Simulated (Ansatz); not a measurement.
**HSeS+ (SMILES [SH+]=[Se]): single points off equilibrium**

A test off equilibrium: a structure displaced at random from a GFN2-xTB minimum is computed at several levels, and each is set against CCSD(T).

Computed with Ansatz 0.2.0, Gaussian basis. Level: single points in def2-TZVPP.

Correlated methods freeze the cores. Filled d shells of the heavier atoms are correlated.

## 1. Where the work starts

3 atoms, charge 1, spin multiplicity 1.

Atoms are counted from 1 here; the program's logs count them from 0.

Bond lengths: S1–Se2 1.916 Å, S1–H3 1.367 Å. Angles: Se2–S1–H3 105.4°.

As a file:

```xyz
3
HSSe
S    -0.27600   -0.53280   -0.28450
Se    1.31180   -0.02510    0.66050
H    -0.96810    0.62980   -0.48170
```

## 2. CCSD(T)/def2-TZVPP

File run/in.yaml:

```yaml
crystal:
  periodic: [false, false, false]
  atoms:
    - {symbol: S, position_ang: [-0.276000, -0.532800, -0.284500]}
    - {symbol: Se, position_ang: [1.311800, -0.025100, 0.660500]}
    - {symbol: H, position_ang: [-0.968100, 0.629800, -0.481700]}
basis:
  gaussian: {orbitals: def2-TZVPP}
total_charge: 1
correlation: {method: ccsd_t}
output: {forces: true}
```

No record of the launch command was kept for these runs.

## 3. PBE0-D4/def2-TZVPP

Edit run/in.yaml of step 2 so:

```diff
@@ -9,3 +9,3 @@
 total_charge: 1
-correlation: {method: ccsd_t}
-output: {forces: true}
+hamiltonian: {xc: pbe0, dispersion: d4}
+output: {forces: true, orbitals: {seedname: orbitals}}
```

## 4. wB97M-V/def2-TZVPP

Edit run/in.yaml of step 3 so:

```diff
@@ -9,3 +9,3 @@
 total_charge: 1
-hamiltonian: {xc: pbe0, dispersion: d4}
-output: {forces: true, orbitals: {seedname: orbitals}}
+hamiltonian: {xc: {name: wB97M-V}}
+output: {forces: true}
```

## 5. r2SCAN-D4/def2-TZVPP

Edit run/in.yaml of step 4 so:

```diff
@@ -9,3 +9,3 @@
 total_charge: 1
-hamiltonian: {xc: {name: wB97M-V}}
+hamiltonian: {xc: r2scan, dispersion: d4}
 output: {forces: true}
```

## 6. PBE-D4/def2-TZVPP

Edit run/in.yaml of step 5 so:

```diff
@@ -9,3 +9,3 @@
 total_charge: 1
-hamiltonian: {xc: r2scan, dispersion: d4}
+hamiltonian: {xc: pbe, dispersion: d4}
 output: {forces: true}
```

## 7. revPBE-D4/def2-TZVPP

Edit run/in.yaml of step 6 so:

```diff
@@ -9,3 +9,3 @@
 total_charge: 1
-hamiltonian: {xc: pbe, dispersion: d4}
+hamiltonian: {xc: {name: revPBE}, dispersion: d4}
 output: {forces: true}
```

## 8. BLYP-D4/def2-TZVPP

Edit run/in.yaml of step 7 so:

```diff
@@ -9,3 +9,3 @@
 total_charge: 1
-hamiltonian: {xc: {name: revPBE}, dispersion: d4}
+hamiltonian: {xc: {name: BLYP}, dispersion: d4}
 output: {forces: true}
```

(Steps that only read results are left out.)

Q: Predict the outcome of this session. Wanted: energy less free atoms, CCSD(T)/def2-TZVPP; RMS force component; RMS force error; HOMO and LUMO, PBE0-D4; T1 diagnostic.

As calculated:

| quantity | value |
| --- | --- |
| energy less free atoms, CCSD(T)/def2-TZVPP | 275.5 kJ/mol |
| RMS force component | 1.653 to 2.192 eV/Å over the methods |
| RMS force error | PBE0-D4 0.356, wB97M-V 0.381, r2SCAN-D4 0.309, PBE-D4 0.253, revPBE-D4 0.243, BLYP-D4 0.272 eV/Å |
| HOMO and LUMO, PBE0-D4 | -13.96 and -11.34 eV |
| T1 diagnostic | 0.015 |

In words: Against CCSD(T) the functionals' energies less atoms differ by -66.4 to -22.9 kJ/mol, PBE-D4 by -66.4 kJ/mol. CCSD(T) in triple zeta still lacks some correlation energy of the bonds, so part of these gaps is its own basis error and they don't rank the functionals. For forces revPBE-D4 does best and wB97M-V worst. Frozen-core CCSD(T) forces in triple zeta carry basis errors of their own, and this is one geometry, so small gaps rank nothing. The restricted Hartree–Fock reference is unstable towards an unrestricted one at one or more of these structures.
